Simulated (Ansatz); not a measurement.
# Nb: the cost of one run

Program: Ansatz 0.2.0. Level of theory: DFT PBEsol, scalar-relativistic, plane waves, PAW. These are calculated values, not measurements.

The COD entry's cell or inner coordinates are ideal or old and differ from later refinements, so a difference from it is no clean test against experiment.

2 further runs of the same task are left out: 2 set aside as unsound or not needed.

**1. The starting structure**

The structure is cubic, space group Im-3m (No. 229). Conventional cell: a = 3.272 Å, b = 3.272 Å, c = 3.272 Å, α = 90.00°, β = 90.00°, γ = 90.00°. Nb (site symmetry m-3m) has 8 Nb at 2.83 Å as nearest neighbours.

Structure file:

```
CELL_PARAMETERS angstrom
-1.63622 1.63622 1.63622
1.63622 -1.63622 1.63622
1.63622 1.63622 -1.63622
ATOMIC_POSITIONS crystal
Nb 0.00000 0.00000 0.00000
```

It is the result of an earlier relaxation at this level (volume 17.52 Å³/atom; gap on the mesh: none (metal)).

**2. The bulk in the cell of the plane**

File input.yaml:

```yaml
crystal:
  lattice:
    - [3.2724445033, 0.0, 0.0]
    - [0.0, 3.2724445033, 0.0]
    - [1.6362222516, -1.6362222516, 1.6362222516]
  atoms:
    - { symbol: Nb, position: [0.0, 0.0, 0.0] }
basis:
  ecutwfc: 420
kpoints:
  mp_grid: { grid: [11, 11, 21] }
hamiltonian:
  xc: pbesol
scf:
  occupations: { method: gaussian, width: 0.1 }
output:
  forces: true
  stress: true
  eigenvalues: true
```

On the command line:

```bash
> ansatz run input.yaml --threads 1 --pin off --max-ram 2560MiB --backend cpu --events-out ev --progress --plain --runs-dir out
```

Q: Estimate wall time and peak memory on 1 thread of Arm Neoverse N1, shared host.

About 11 s, with a peak of 0.4 GiB.
